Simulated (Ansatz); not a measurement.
Runs of Ansatz 0.2.0 on NaLaMnMoO6. The typed cell holds 10 atoms: a = 5.109 Å, b = 5.694 Å, c = 5.920 Å, α = 117.98°, β = 98.89°, γ = 92.48°. The cell was built by a generator and needn't be a form met in nature.

```csv
task,level,U,cell,k mesh,points for each segment of the path,hubbard projectors,double counting,gap on the mesh (eV),pressure (GPa),moment (μB),largest force (eV/Å)
band structure,revPBE,-,as given,6 × 6 × 5,10,-,-,(a),2.5,3.00,0.14
relaxation of cell and atoms,revPBE,-,relaxed,4 × 4 × 4,-,-,-,0.78,0.0,3.00,0.01
projected density of states,PBE+U,"La f U = 6 eV, Mn d U = 6 eV, Mo d U = 6 eV",as given,6 × 6 × 5,-,ortho-atomic (the default),fll (the default),1.82,5.1,3.00,1.82
projected density of states,PBE+U,"La f U = 8 eV, Mn d U = 8 eV, Mo d U = 8 eV",as given,6 × 6 × 5,-,ortho-atomic (the default),fll (the default),1.62,6.8,3.00,2.18
projected density of states,PBE+U,"La f U = 2 eV, Mn d U = 2 eV, Mo d U = 2 eV",as given,6 × 6 × 5,-,ortho-atomic (the default),fll (the default),(c),1.8,3.00,0.68
projected density of states,PBE+U,"La f U = 4 eV, Mn d U = 4 eV, Mo d U = 4 eV",as given,6 × 6 × 5,-,ortho-atomic (the default),fll (the default),(b),3.5,3.00,1.34
```

Alike in all rows: potentials or basis Ansatz PAW; spin collinear, ferromagnetic start; cutoff (eV) 420; smearing fermi-dirac 0.05 eV.

Question: Fill in the values left out.

Answer: (a) 0.87; (b) 1.71; (c) 1.29.

Caveats: spin-orbit coupling is left out, which moves the levels of the heavy elements; a cell with one magnetic atom can't hold antiferromagnetic order, which such compounds often take; the starting moments weren't kept; the magnetic or orbital state may not be the lowest (some runs); odd divisions of the mesh miss points on the zone boundary, where band edges often lie, so the gap on the mesh can be too wide (some runs); forces of over 1 eV/Å show positions far from the minimum, so gaps and moduli don't describe the material at rest (some runs); the PAW data sets come from PBE, with cores solved anew for the run's functional, which leaves a small shift of forces and pressure (some runs).

A k mesh can miss the band edges, and the runs leave out spin-orbit coupling on La, Mo.
